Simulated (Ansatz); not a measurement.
# AlH9N2O: the cost of one run

All numbers below are computed with Ansatz 0.2.0 (RKS PBE0-D4/def2-SVP).

1 further run of the same task is left out (it didn't finish).

### 1 The starting structure

Bond lengths: Al1–N2 2.237 Å, Al1–H3 1.541 Å, Al1–H4 1.543 Å, Al1–O6 2.177 Å, N2–H9 1.014 Å, N2–H10 1.013 Å, O6–H11 0.952 Å, N8–H12 1.007 Å, N8–H13 1.007 Å. Angles: Al1–N2–H9 114.2°, Al1–N2–H10 116.9°, H9–N2–H10 107.9°, N2–Al1–H3 112.5°, N2–Al1–H4 112.5°, N2–Al1–O6 90.0°, H3–Al1–H4 119.9°, H3–Al1–O6 108.4°, H4–Al1–O6 109.3°, Al1–O6–H11 136.4°, H12–N8–H13 111.2°.

As a file:

```xyz
13

Al   -1.5638   -0.5009   -0.8319
N     0.5417   -1.2363   -0.6530
H    -1.9138   -0.0567   -2.2652
H    -2.5598   -1.3633   -0.0287
H     0.1560    1.1362    0.7517
O    -1.0449    1.2667    0.3283
H     1.1068   -0.3497    0.1825
N     1.3942    0.6878    0.9804
H     1.0711   -1.1944   -1.5170
H     0.6730   -2.1578   -0.2524
H    -1.5134    1.9973    0.7194
H     2.1062    1.3119    0.6368
H     1.5467    0.4592    1.9491
```

### 2 A restrained relaxation towards end A

Springs on the bonds that form and break draw the guess towards this end; the thresholds are loose.

Input file input.yaml:

```yaml
crystal:
  periodic: [false, false, false]
  atoms:
    - { symbol: Al, position_ang: [-1.5638, -0.5009, -0.8319] }
    - { symbol: "N", position_ang: [0.5417, -1.2363, -0.653] }
    - { symbol: H, position_ang: [-1.9138, -0.0567, -2.2652] }
    - { symbol: H, position_ang: [-2.5598, -1.3633, -0.0287] }
    - { symbol: H, position_ang: [0.156, 1.1362, 0.7517] }
    - { symbol: O, position_ang: [-1.0449, 1.2667, 0.3283] }
    - { symbol: H, position_ang: [1.1068, -0.3497, 0.1825] }
    - { symbol: "N", position_ang: [1.3942, 0.6878, 0.9804] }
    - { symbol: H, position_ang: [1.0711, -1.1944, -1.517] }
    - { symbol: H, position_ang: [0.673, -2.1578, -0.2524] }
    - { symbol: H, position_ang: [-1.5134, 1.9973, 0.7194] }
    - { symbol: H, position_ang: [2.1062, 1.3119, 0.6368] }
    - { symbol: H, position_ang: [1.5467, 0.4592, 1.9491] }
basis:
  gaussian: { orbitals: def2-SVP }
hamiltonian:
  xc: pbe0
  dispersion: d4
relax:
  f_tol: 0.15
  max_steps: 25
  restrain:
    - { distance: [0, 5], at: 3.17, k: 30.0 }
    - { distance: [4, 7], at: 2.32, k: 30.0 }
    - { distance: [6, 1], at: 2.32, k: 30.0 }
    - { distance: [0, 1], at: 1.92, k: 30.0 }
    - { distance: [4, 5], at: 0.97, k: 30.0 }
    - { distance: [6, 7], at: 1.02, k: 30.0 }
```

Launch:

```sh
ansatz run input.yaml --threads 2 --pin off --max-ram 3072MiB --backend cpu --events-out ev --progress --plain --runs-dir out
```

What time and memory should one allow on 2 threads of Intel Xeon 6975P-C (Granite Rapids), shared host?

About 19 s, with a peak of 0.23 GiB.
